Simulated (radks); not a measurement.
# Al⁴⁺ in [He] 2s2 2p5: an all-electron calculation

One table from this session's results is given with a row withheld; the runs are named, their logs left out.

The numbers are computed with radks (a radial shooting solver on a logarithmic mesh, Libxc functionals) version 1 (non-relativistic Kohn-Sham, LDA (Slater exchange, Perdew-Wang correlation), spin-polarised, spherical densities, point nucleus; open shells are filled with parallel spins first), except any that are marked as measured or tabulated.

**Starting point**

```
element       : aluminium (Z = 13)
charge        : +4
electrons     : 9
configuration : [He] 2s2 2p5
```

The outer shells:

Al⁴⁺
```
[He] core
2s [↑↓]
2p [↑↓][↑↓][↑ ]
```

Set-up of the first run:

The run's settings:

```text
Z 13
configuration [He] 2s2 2p5 3s0 3p0
relativity non-relativistic
functional lda,pw
spin polarised
nucleus point
```

Run with:

```sh
$ python run_ks.py task.json out
```

All runs below come from this command, one after another.

One table of the session follows, with a row left open; its other results are not shown here.

It belongs to the step «Radial structure». Radial moments (bohr):

| level | <r> | outermost maximum (interpolated) | 90 % within | nodes |
| --- | --- | --- | --- | --- |
| 1s up | 0.1209 | 0.0790 | 0.216 | 0 |
| 1s down | 0.1208 | 0.0789 | 0.216 | 0 |
| 2s up | 0.6060 | 0.490 | 0.951 | 1 |
| 2s down | 0.6092 | 0.492 | 0.957 | 1 |
| 2p up | 0.5643 | 0.414 | 0.941 | 0 |
| 2p down | 0.5693 | 0.416 | 0.951 | 0 |
| 3s up | 1.798 | 1.61 | 2.65 | 2 |
| 3s down | 1.811 | 1.63 | 2.67 | 2 |
| 3p up | ? | ? | ? | ? |
| 3p down | 1.944 | 1.73 | 2.91 | 1 |

**Question.** Estimate the row for 3p up.

As computed: <r>: 1.925; outermost maximum (interpolated): 1.71; 90 % within: 2.88; nodes: 1. In the column «<r>» it lies between 3s down (1.811) and 3p down (1.944).

To keep in mind: Open shells are spherical and high-spin; term and fine-structure splittings are not resolved.
